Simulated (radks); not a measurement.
# Nuclear size and the levels of Tb

One table from this session's results is given with a row withheld; the runs are named, their logs left out.

Program: radks (a radial shooting solver on a logarithmic mesh, Libxc functionals) version 1. Level of theory: Dirac Kohn-Sham, relativistic LDA (MacDonald-Vosko exchange, VWN5 correlation), spin-unpolarised, spherical densities, finite nucleus; open shells fill j = l - 1/2 first. These are calculated values, not measurements, unless marked.

## The atom as given

* element: terbium (Z = 65)
* charge: 0
* electrons: 65
* configuration: [Xe] 4f9 6s2
* nuclear rms radius: 5.06 fm

Set-up of the first run:

Input:

```text
Z 65
configuration [Xe] 4f9 6s2 5d0 6p0
relativity Dirac
functional lda_x_rel,vwn5
spin unpolarised
j_filling energy
nucleus finite rms 5.06 fm
c 137.035999084
```

Among the steps run: rms radius 5.06 fm.

One of the session's tables, all rows but one given; the rest of the session is left out.

It belongs to the step «rms radius 5.06 fm». From the orbitals of this run (lengths in bohr):

| level | <r> | outermost maximum (interpolated) | 90 % within | nodes |
| --- | --- | --- | --- | --- |
| 5p3/2 | ? | ? | ? | ? |
| 6s1/2 | 4.117 | 3.46 | 6.12 | 5 |
| 4f5/2 | 0.8989 | 0.552 | 1.58 | 0 |
| 4f7/2 | 0.9215 | 0.557 | 1.63 | 0 |
| 5d3/2 | 3.276 | 2.10 | 5.57 | 2 |
| 5d5/2 | 3.435 | 2.18 | 5.85 | 2 |
| 6p1/2 | 5.596 | 4.60 | 8.45 | 4 |
| 6p3/2 | 5.983 | 4.93 | 9.02 | 4 |

Estimate the missing values for 5p3/2.

**Answer.** <r>: 1.613; outermost maximum (interpolated): 1.38; 90 % within: 2.39; nodes: 3. In the column «<r>» it lies between 4f7/2 (0.9215) and 5d3/2 (3.276).
